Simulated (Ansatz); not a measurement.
# YSe: how the settings move a single-point run

Aim: see which settings change the result for YSe, by how much, and at what cost.

Computed with Ansatz 0.2.0 (reference: DFT, LDA, all-electron LAPW, scalar-relativistic, unless a step's input says otherwise).

### Step 1. The starting structure

Symmetry: Fm-3m, No. 225, cubic system. The conventional cell has a = 5.641 Å, b = 5.641 Å, c = 5.641 Å, α = 90.00°, β = 90.00°, γ = 90.00°. Around Y (site symmetry m-3m) lie 6 Se at 2.82 Å. Se (site symmetry m-3m) has 6 Y at 2.82 Å as nearest neighbours.

Coordinates:

```xyz
2
Lattice="0.0000 2.8206 2.8206 2.8206 0.0000 2.8206 2.8206 2.8206 0.0000" Properties=species:S:1:pos:R:3 pbc="T T T"
Y     2.8206    2.8206    2.8206
Se    0.0000    0.0000    0.0000
```

### Step 2. The reference run

The input, input.yaml:

```yaml
crystal:
  lattice:
    - [0.0, 2.8206278024, 2.8206278024]
    - [2.8206278024, 0.0, 2.8206278024]
    - [2.8206278024, 2.8206278024, 0.0]
  atoms:
    - { symbol: "Y", position: [0.5, 0.5, 0.5] }
    - { symbol: Se, position: [0.0, 0.0, 0.0] }
kpoints:
  mp_grid: { grid: [9, 9, 9] }
  band_path:
    path:
      - [0.0, 0.0, 0.0]
      - [0.5, 0.0, 0.5]
      - [0.625, 0.25, 0.625]
      - [0.375, 0.375, 0.75]
      - [0.0, 0.0, 0.0]
      - [0.5, 0.5, 0.5]
      - [0.5, 0.25, 0.75]
      - [0.5, 0.0, 0.5]
    npoints: 14
scf:
  occupations: { method: fermi_dirac, width: 0.02 }
hamiltonian:
  xc: lda
  pseudopotentials: { kind: all_electron, lapw: { basis_error: 0.0005 } }
output:
  forces: true
  stress: true
  eigenvalues: true
  populations: true
```

Started as:

```sh
$ ansatz run input.yaml --threads 1 --pin off --max-ram 2048MiB --backend cpu --events-out ev --progress --plain --runs-dir out
```

### Step 3. Changing settings: occupations.method tetrahedron_uncorrected, mixing.algorithm anderson, mixing.beta 0.3, dispersion d3bjatm, width left out

input.yaml: that of step 2 with these lines changed.

```diff
@@ -22,3 +22,4 @@
 scf:
-  occupations: { method: fermi_dirac, width: 0.02 }
+  occupations: { method: tetrahedron_uncorrected }
+  mixing: { algorithm: anderson, beta: 0.3 }
 hamiltonian:
@@ -26,2 +27,3 @@
   pseudopotentials: { kind: all_electron, lapw: { basis_error: 0.0005 } }
+  dispersion: d3bjatm
 output:
```

What does the calculation give? Wanted: for each run, ending; energy change; pressure; gap; force.

As calculated:

| run | ending | energy change | pressure (GPa) | gap (eV) | force (eV/Å) | cycles | time |
| --- | --- | --- | --- | --- | --- | --- | --- |
| reference | converged | 0 | 0.0 | 0.00 | 0.00 | 9 | 21 s |
| 1: occupations.method tetrahedron_uncorrected, mixing.algorithm anderson, mixing.beta 0.3, dispersion d3bjatm, width left out | converged | -373.0 meV/atom (σ→0) (offset of the dispersion model) | -2.5 | 0.00 | 0.00 | 11 | 18 s |

Residual by cycle in the longest SCF loop of each run; runs are numbered as in the table. The quantity is the density residual dr2, in eV.

```csv
cycle,reference,run 1
1,0.319,0.32
2,0.145,0.207
3,0.0364,0.0477
4,4.4e-4,0.00317
5,8.3e-5,4.0e-4
6,2.5e-5,1.6e-4
7,1.2e-6,1.4e-5
8,1.6e-7,4.5e-7
9,4.0e-8,1.6e-7
10,-,1.2e-7
11,-,1.9e-8
```

Changing the smearing, mixing and dispersion term moves the energy by -373.0 meV/atom (σ→0 values), and the pressure goes from 0.0 to -2.5 GPa. The dispersion term itself accounts for -415.5 meV/atom of it. Its damping parameters are borrowed, as the log notes. Cost: 11 SCF cycles against 9.
